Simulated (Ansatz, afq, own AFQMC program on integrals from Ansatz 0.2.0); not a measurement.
# Ru+ (quartet): quantum Monte Carlo beside coupled cluster, def2-TZVPP

How near does AFQMC come to the top of the ladder for Ru+ (quartet)?

Method: def2-TZVPP, frozen cores; program: Ansatz 0.2.0, Gaussian basis, and an in-house AFQMC program (afq) on its integrals; all values are calculated.

To be run: CCSD(T) on UHF; PBE (unrestricted); CCSDT(Q) on UHF; r2SCAN (unrestricted); PBE0 (unrestricted); B3LYP (unrestricted); wB97M-V (unrestricted); B2PLYP (unrestricted); Phaseless AFQMC, CISD trial on UHF.

## Step 1: The atom

A free atom, in its lowest state of this spin that the program finds. No spin-orbit coupling is included. Elements past krypton take def2 core potentials.

1 atom, charge 1, spin multiplicity 4.

## Step 2: CCSD(T) on UHF

The input, in.yaml:

```yaml
crystal:
  periodic: [false, false, false]
  atoms:
    - {symbol: Ru, position_ang: [0.000000, 0.000000, 0.000000]}
basis:
  gaussian: {orbitals: def2-TZVPP}
total_charge: 1
magnetization: {spin_polarized: true, initial_magnetization: 3}
correlation: {method: ccsd_t, electrons: outside_noble_gas, hamiltonian_folder: ham}
```

Run with:

```sh
> ansatz run in.yaml --threads 1 --pin off --events-out ev --progress --plain --max-ram 15360MiB --backend cuda --devices 0, --max-vram 18GiB
```

Log, cut to the lines that bear on the results:

```text
Functional definition: HF
  name "HF"
  cite "Fock, Z. Phys. 61, 126 (1930) doi:10.1007/BF01340294"
  parent pbe
[...]
396 factors; integrals over basis functions are off by at most 1.9e-4 eV
[...]
mean field -2554.92762531 eV, -93.8918584380 hartree, gradient 1.1e-6 eV, S^2 3.755698; 19 other end points of the search recorded, 0 dependent functions left out
determinant -2554.92762531 eV, -93.8918584380 hartree, with singles and doubles -2559.26822221 eV, -94.0513724318 hartree
determinant -2554.63157105 eV, -93.8809786447 hartree, with singles and doubles -2559.07940748 eV, -94.0444336187 hartree
determinant -2553.30236145 eV, -93.8321310928 hartree, with singles and doubles -2557.41975567 eV, -93.9834425393 hartree
determinant -2553.29722110 eV, -93.8319421882 hartree, with singles and doubles -2557.35459583 eV, -93.9810479596 hartree
determinant -2552.60935174 eV, -93.8066634557 hartree, with singles and doubles -2557.02260238 eV, -93.9688474255 hartree
determinant -2552.60465631 eV, -93.8064909019 hartree, with singles and doubles -2556.97786454 eV, -93.9672033399 hartree
determinant -2552.42764439 eV, -93.7999858338 hartree, with singles and doubles -2557.08042231 eV, -93.9709722685 hartree
determinant -2551.95734730 eV, -93.7827027345 hartree, with singles and doubles -2556.96607285 eV, -93.9667700034 hartree
determinant -2551.57654538 eV, -93.7687085222 hartree, with singles and doubles -2555.76363745 eV, -93.9225813175 hartree
determinant -2554.92762531 eV, -93.8918584380 hartree, with singles and doubles -2559.20983572 eV, -94.0492267681 hartree
determinant -2554.63157105 eV, -93.8809786447 hartree, with singles and doubles -2559.02034020 eV, -94.0422629360 hartree
4 core orbitals not correlated: weight in the atoms' cores, before any rotation towards them, 0.999 or more for the frozen orbitals, at most 0.000 for the correlated occupied ones
reference -2554.92762531 eV, -93.8918584380 hartree; 5, 2 occupied and 47, 50 virtual orbitals, 396 factors
second order -4.17703200 eV of doubles, -0.00000000 eV of singles
cycle   1  -4.28221066 eV  change   -2.5e-7 eV  update   6.5e-6
perturbative correction -0.12613913 eV, -0.0046355275 hartree
Total energy: -2559.33597510 eV, -94.0538623046 hartree
```

Wall time 4.1 s (1 × H100 (card shared with other runs) with 1 thread, shared host); peak host memory 1.7 GiB.

From the report: ⟨S²⟩ of the determinant 3.756 (pure quartet: 3.75); correlation -4.4083 eV; T1 0.002; largest double amplitude 0.03.

This run also writes the integrals to the folder ham.

## Step 3: PBE (unrestricted)

Edit in.yaml of step 2 so:

```diff
@@ -8,2 +8,3 @@
 magnetization: {spin_polarized: true, initial_magnetization: 3}
-correlation: {method: ccsd_t, electrons: outside_noble_gas, hamiltonian_folder: ham}
+hamiltonian: {xc: {name: PBE}}
+output: {orbitals: {seedname: orbitals}}
```

Run with:

```sh
> ansatz run in.yaml --threads 1 --pin off --events-out ev --progress --plain --max-ram 5120MiB --backend cpu
```

Log, cut to the lines that bear on the results:

```text
Functional definition: PBE
  name "PBE"
  cite "Perdew, Burke & Ernzerhof, Phys. Rev. Lett. 77, 3865 (1996) doi:10.1103/PhysRevLett.77.3865"
  parent pbe
[...]
329 factors; their error is unknown
[...]
mean field -2572.33283611 eV, -94.5314881371 hartree, gradient 1.8e-5 eV, S^2 3.751465; 10 other end points of the search recorded, 0 dependent functions left out
reference -2572.33285285 eV, -94.5314887524 hartree; 9, 6 occupied and 47, 50 virtual orbitals, 329 factors
Total energy: -2572.33285285 eV, -94.5314887524 hartree
```

Run time: 5.5 s. Hardware: 1 thread, shared host; peak memory 1.7 GiB.

From the report: ⟨S²⟩ of the determinant 3.751 (pure quartet: 3.75).

## Step 4: CCSDT(Q) on UHF

Edit in.yaml of step 3 so:

```diff
@@ -8,3 +8,2 @@
 magnetization: {spin_polarized: true, initial_magnetization: 3}
-hamiltonian: {xc: {name: PBE}}
-output: {orbitals: {seedname: orbitals}}
+correlation: {method: ccsdt_q, electrons: outside_noble_gas}
```

Run with:

```sh
> ansatz run in.yaml --threads 1 --pin off --events-out ev --progress --plain --max-ram 15360MiB --backend cuda --devices 0, --max-vram 18GiB
```

Log, cut to the lines that bear on the results:

```text
Functional definition: HF
  name "HF"
  cite "Fock, Z. Phys. 61, 126 (1930) doi:10.1007/BF01340294"
  parent pbe
[...]
587 factors; integrals over basis functions are off by at most 1.2e-7 eV
[...]
mean field -2554.92762556 eV, -93.8918584473 hartree, gradient 1.1e-6 eV, S^2 3.755698; 20 other end points of the search recorded, 0 dependent functions left out
determinant -2554.92762556 eV, -93.8918584473 hartree, with singles and doubles -2559.26817910 eV, -94.0513708478 hartree
determinant -2554.63157132 eV, -93.8809786545 hartree, with singles and doubles -2559.08380929 eV, -94.0445953820 hartree
determinant -2553.77520798 eV, -93.8495078823 hartree, with singles and doubles -2558.39078694 eV, -94.0191272807 hartree
determinant -2553.30236193 eV, -93.8321311103 hartree, with singles and doubles -2557.40842182 eV, -93.9830260280 hartree
[...]
determinant -2551.95734938 eV, -93.7827028110 hartree, with singles and doubles -2556.94951887 eV, -93.9661616557 hartree
determinant -2551.57654705 eV, -93.7687085834 hartree, with singles and doubles -2555.75918973 eV, -93.9224178668 hartree
determinant -2554.92762556 eV, -93.8918584473 hartree, with singles and doubles -2559.20984553 eV, -94.0492271285 hartree
determinant -2554.63157132 eV, -93.8809786545 hartree, with singles and doubles -2559.02034676 eV, -94.0422631770 hartree
4 core orbitals not correlated: weight in the atoms' cores, before any rotation towards them, 0.999 or more for the frozen orbitals, at most 0.000 for the correlated occupied ones
reference -2554.92762556 eV, -93.8918584473 hartree; 5, 2 occupied and 47, 50 virtual orbitals, 587 factors
second order -4.17704558 eV of doubles, -0.00000000 eV of singles
cycle   1  -4.24989837 eV  change   -7.3e-2 eV  update   3.2e-2
[...]
cycle  18  -4.41902417 eV  change   -2.9e-7 eV  update   4.6e-7
perturbative correction -0.00200404 eV, -0.0000736471 hartree
Total energy: -2559.34865377 eV, -94.0543282372 hartree
```

It took 5.5 s on 1 × H100 (card shared with other runs) with 1 thread, shared host; peak host memory 1.7 GiB.

From the report: ⟨S²⟩ of the determinant 3.756 (pure quartet: 3.75); correlation -4.4210 eV; T1 0.002; largest double amplitude 0.04.

## Step 5: r2SCAN (unrestricted)

Edit in.yaml of step 4 so:

```diff
@@ -8,2 +8,2 @@
 magnetization: {spin_polarized: true, initial_magnetization: 3}
-correlation: {method: ccsdt_q, electrons: outside_noble_gas}
+hamiltonian: {xc: {name: r2SCAN}}
```

Run with:

```sh
> ansatz run in.yaml --threads 1 --pin off --events-out ev --progress --plain --max-ram 5120MiB --backend cpu
```

Log, cut to the lines that bear on the results:

```text
Functional definition: r2SCAN
  name "r2SCAN"
  cite "Furness, Kaplan, Ning, Perdew & Sun, J. Phys. Chem. Lett. 11, 8208 (2020) doi:10.1021/acs.jpclett.0c02405"
  cite "Furness, Kaplan, Ning, Perdew & Sun, J. Phys. Chem. Lett. 11, 9248 (2020) doi:10.1021/acs.jpclett.0c03077"
  parent r2scan
[...]
329 factors; their error is unknown
[...]
mean field -2572.95414623 eV, -94.5543208629 hartree, gradient 9.6e-6 eV, S^2 3.753634; 32 other end points of the search recorded, 0 dependent functions left out
reference -2572.95415115 eV, -94.5543210436 hartree; 9, 6 occupied and 47, 50 virtual orbitals, 329 factors
Total energy: -2572.95415115 eV, -94.5543210436 hartree
```

Run time: 21 s. Hardware: 1 thread, shared host; peak memory 1.7 GiB.

From the report: ⟨S²⟩ of the determinant 3.754 (pure quartet: 3.75).

## Step 6: PBE0 (unrestricted)

Edit in.yaml of step 5 so:

```diff
@@ -8,2 +8,3 @@
 magnetization: {spin_polarized: true, initial_magnetization: 3}
-hamiltonian: {xc: {name: r2SCAN}}
+hamiltonian: {xc: {name: PBE0}}
+output: {orbitals: {seedname: orbitals}}
```

Same command.

Log:

```text
Functional definition: PBE0
  name "PBE0"
  cite "Adamo & Barone, J. Chem. Phys. 110, 6158 (1999) doi:10.1063/1.478522"
  cite "Perdew, Burke & Ernzerhof, Phys. Rev. Lett. 77, 3865 (1996) doi:10.1103/PhysRevLett.77.3865"
  parent pbe
  parameter a = 0.25
  parameter kappa = 0.804
  parameter beta = 0.06672455060314922
  exchange = (1 - a)*pbe_x(kappa = kappa, mu = beta*pi^2/3) + a*exact_x
  correlation = pbe_c(beta = beta)
381 factors; their error is unknown
mean field evaluation 1: about -2564.8792 eV, gradient 4.5e1 eV
mean field evaluation 2: about -2554.5915 eV, gradient 6.4e1 eV
mean field evaluation 4: about -2571.5179 eV, gradient 1.3e0 eV
mean field evaluation 8: about -2571.7233 eV, gradient 2.3e0 eV
mean field evaluation 16: about -2572.0028 eV, gradient 2.1e-5 eV
mean field evaluation 32: about -2571.8461 eV, gradient 3.9e-1 eV
mean field -2572.00284667 eV, -94.5193612491 hartree, gradient 1.9e-5 eV, S^2 3.752116; 5 other end points of the search recorded, 0 dependent functions left out
reference -2572.00285892 eV, -94.5193616990 hartree; 9, 6 occupied and 47, 50 virtual orbitals, 381 factors
Total energy: -2572.00285892 eV, -94.5193616990 hartree
```

Run time: 1.8 s. Hardware: 1 thread, shared host; peak memory 1.7 GiB.

From the report: ⟨S²⟩ of the determinant 3.752 (pure quartet: 3.75).

## Step 7: B3LYP (unrestricted)

Edit in.yaml of step 6 so:

```diff
@@ -8,3 +8,2 @@
 magnetization: {spin_polarized: true, initial_magnetization: 3}
-hamiltonian: {xc: {name: PBE0}}
-output: {orbitals: {seedname: orbitals}}
+hamiltonian: {xc: {name: B3LYP}}
```

Launched as before.

Log, cut to the lines that bear on the results:

```text
Functional definition: B3LYP
  name "B3LYP"
  cite "Stephens, Devlin, Chabalowski & Frisch, J. Phys. Chem. 98, 11623 (1994) doi:10.1021/j100096a001"
  cite "Becke, Phys. Rev. A 38, 3098 (1988) doi:10.1103/PhysRevA.38.3098"
  cite "Lee, Yang & Parr, Phys. Rev. B 37, 785 (1988) doi:10.1103/PhysRevB.37.785"
  cite "Vosko, Wilk & Nusair, Can. J. Phys. 58, 1200 (1980) doi:10.1139/p80-159"
[...]
366 factors; their error is unknown
[...]
mean field -2573.08939612 eV, -94.5592912048 hartree, gradient 2.4e-5 eV, S^2 3.752282; 6 other end points of the search recorded, 0 dependent functions left out
reference -2573.08952754 eV, -94.5592960344 hartree; 9, 6 occupied and 47, 50 virtual orbitals, 366 factors
Total energy: -2573.08952754 eV, -94.5592960344 hartree
```

Run time: 2.3 s. Hardware: 1 thread, shared host; peak memory 1.7 GiB.

From the report: ⟨S²⟩ of the determinant 3.752 (pure quartet: 3.75).

## Step 8: wB97M-V (unrestricted)

Edit in.yaml of step 7 so:

```diff
@@ -8,2 +8,3 @@
 magnetization: {spin_polarized: true, initial_magnetization: 3}
-hamiltonian: {xc: {name: B3LYP}}
+hamiltonian: {xc: {name: wB97M-V}}
+output: {orbitals: {seedname: orbitals}}
```

Launched as before.

Log, cut to the lines that bear on the results:

```text
Functional definition: wB97M-V
  name "wB97M-V"
  cite "Mardirossian & Head-Gordon, J. Chem. Phys. 144, 214110 (2016) doi:10.1063/1.4952647"
  cite "Becke, J. Chem. Phys. 107, 8554 (1997) doi:10.1063/1.475007"
  cite "Vydrov & Van Voorhis, J. Chem. Phys. 133, 244103 (2010) doi:10.1063/1.3521275"
  # Of w^i u^j: cxij and so on, Table III.
[...]
  gx(w, u) = 1 - cx + cx01*u + cx10*w
  gss(w, u) = css00 + css04*u^4 + css10*w + css20*w^2 + css43*w^4*u^3
  gos(w, u) = cos00 + cos10*w + (cos20 + cos21*u)*w^2 + (cos60 + cos61*u)*w^6
[...]
      + integral(e_c_pw_mod_opposite_spin*gos(b97_w_opposite, b97_u_opposite)) + vv10(b, c)
357 factors; their error is unknown
60 factors; integrals over basis functions are off by at most 1.4e-4 eV
[...]
mean field -2570.14059603 eV, -94.4509248004 hartree, gradient 1.6e-5 eV, S^2 3.752914; 4 other end points of the search recorded, 0 dependent functions left out
reference -2570.14061560 eV, -94.4509255195 hartree; 9, 6 occupied and 47, 50 virtual orbitals, 357 factors
Total energy: -2570.14061560 eV, -94.4509255195 hartree
```

Wall time 7 s (1 thread, shared host); peak memory 1.7 GiB.

From the report: ⟨S²⟩ of the determinant 3.753 (pure quartet: 3.75).

## Step 9: B2PLYP (unrestricted)

Edit in.yaml of step 8 so:

```diff
@@ -8,3 +8,3 @@
 magnetization: {spin_polarized: true, initial_magnetization: 3}
-hamiltonian: {xc: {name: wB97M-V}}
-output: {orbitals: {seedname: orbitals}}
+hamiltonian: {xc: {name: B2PLYP}}
+correlation: {electrons: outside_noble_gas}
```

Same command.

Log, cut to the lines that bear on the results:

```text
Functional definition: B2PLYP
  name "B2PLYP"
  cite "Grimme, J. Chem. Phys. 124, 034108 (2006) doi:10.1063/1.2148954"
  cite "Becke, Phys. Rev. A 38, 3098 (1988) doi:10.1103/PhysRevA.38.3098"
  cite "Lee, Yang & Parr, Phys. Rev. B 37, 785 (1988) doi:10.1103/PhysRevB.37.785"
[...]
396 factors; integrals over basis functions are off by at most 1.9e-4 eV
[...]
mean field -2566.11811301 eV, -94.3031012759 hartree, gradient 2.3e-6 eV, S^2 3.753535; 6 other end points of the search recorded, 0 dependent functions left out
4 core orbitals not correlated: weight in the atoms' cores, before any rotation towards them, 1.000 or more for the frozen orbitals, at most 0.000 for the correlated occupied ones
reference -2566.11819490 eV, -94.3031042851 hartree; 5, 2 occupied and 47, 50 virtual orbitals, 396 factors
second order -4.90621982 eV of doubles, -0.00000000 eV of singles
Total energy: -2567.44287425 eV, -94.3517853534 hartree
```

It took 2.3 s on 1 thread, shared host; peak memory 1.7 GiB.

From the report: ⟨S²⟩ of the determinant 3.754 (pure quartet: 3.75).

## Step 10: Phaseless AFQMC, CISD trial on UHF

It reads the integrals that the CCSD(T) run on this determinant wrote.

Run with:

```sh
> afq ham --method phaseless --trial cisd --walkers 4000 --populations 20 --least-time 60 --time-step 0.005 --steps-per-block 50 --equilibration-blocks 40 --max-blocks 4000 --target-error 0.00016 --factor-cut 1e-05 --start spin_pure --seed 3167 --release-times 0.24,0.5,1,1.5 --release-step 0.02 --release-every 3 --taylor-order 6
```

Log:

```text
orbitals 52  electrons 5 2  factors 383 of 396
reference energy -93.89185844 Eh
CCSD correlation -0.15736853 Eh in 9 cycles, weight of the determinant in the CISD state 0.9552
energy of the start -94.049221 Eh
 block  time / (1/Eh)  mean weight  energy / Eh
     1     0.250  0.9998  -94.049870
     2     0.500  1.0003  -94.051426
     3     0.750  1.0000  -94.052448
     4     1.000  0.9999  -94.053280
     5     1.250  0.9998  -94.053398
     6     1.500  0.9999  -94.053426
     7     1.750  1.0001  -94.053762
     8     2.000  1.0002  -94.053647
     9     2.250  1.0002  -94.053689
    10     2.500  1.0003  -94.053833
    11     2.750  1.0000  -94.054174
    13     3.250  1.0001  -94.053853
    15     3.750  0.9997  -94.053970
    17     4.250  0.9998  -94.054172
    19     4.750  1.0001  -94.053873
    21     5.250  0.9999  -94.054413
    23     5.750  1.0003  -94.053962
    25     6.250  1.0000  -94.054153
    27     6.750  1.0002  -94.054104
    29     7.250  1.0005  -94.054152
    31     7.750  0.9998  -94.053921
    33     8.250  1.0000  -94.054196
    35     8.750  0.9997  -94.054329
    37     9.250  1.0002  -94.053778
    39     9.750  0.9999  -94.053929
    41    10.250  0.9999  -94.054070
    43    10.750  1.0001  -94.053783
    45    11.250  0.9996  -94.053924
    47    11.750  0.9997  -94.053674
    49    12.250  0.9998  -94.053838
    51    12.750  1.0001  -94.053594
    53    13.250  1.0002  -94.054024
    55    13.750  1.0001  -94.053725
    57    14.250  1.0000  -94.053892
    59    14.750  1.0001  -94.054212
    61    15.250  0.9999  -94.053579
    63    15.750  1.0001  -94.054012
    65    16.250  1.0002  -94.054000
    67    16.750  1.0002  -94.054040
    69    17.250  0.9999  -94.053571
    71    17.750  1.0000  -94.053776
    73    18.250  0.9998  -94.053966
    75    18.750  1.0001  -94.053729
    77    19.250  1.0004  -94.053900
    79    19.750  1.0000  -94.053768
    81    20.250  0.9999  -94.053930
    83    20.750  1.0000  -94.054077
    85    21.250  0.9998  -94.054248
    87    21.750  1.0000  -94.055452
    89    22.250  1.0001  -94.053729
error from the spread of 20 populations
released: time / (1/Eh)  energy / Eh  error  mean overlap
  0.24  -94.054103  0.000056  0.9980
  0.50  -94.054098  0.000051  0.9974
  1.00  -94.054257  0.000046  0.9909
  1.50  -94.054231  0.000055  0.9830
energy -94.053898 +/- 0.000063 Eh
```

Run time: 41 s. Hardware: 1 × H100 (card shared with other runs) with 2 threads, shared host.

Energy -2559.3370 ± 0.0017 eV. Caveats: constraint bias not in the error.

## Step 11: All levels side by side

On the UHF determinant, counted from CCSDT(Q) (a yardstick, not exact):

```
                                                level  energy (eV)  from CCSDT(Q) (meV)  statistical error (meV)  time
                                                   HF   -2554.9276              +4421.0                               
                                                  MP2   -2559.1047               +244.0                               
                                                 CCSD   -2559.2098               +138.8                               
                                              CCSD(T)   -2559.3360                +12.7                               
                                             CCSDT(Q)   -2559.3487                  0.0                               
Phaseless AFQMC, CISD trial, step 0.005, 4000 walkers   -2559.3370                +11.7                      1.7  41 s
```

The functionals' totals stand on their own zeros and serve differences with other points: PBE -2572.333 eV; r2SCAN -2572.954 eV; PBE0 -2572.003 eV; B3LYP -2573.090 eV; wB97M-V -2570.141 eV; B2PLYP -2567.443 eV.

## Step 12: Outcome

```
                                        quantity            value
                    CCSD(T) on UHF from CCSDT(Q)        +12.7 meV
Phaseless AFQMC, CISD trial on UHF from CCSDT(Q)  +11.7 ± 1.7 meV
```

What this shows: On UHF the phaseless walk with the CISD trial lies +11.7 meV from CCSDT(Q), 7 times its error bar. Error bars are statistical and leave out the constraint, the time step and what remains of the start. Ru carries a core potential, and spin-orbit coupling is left out.
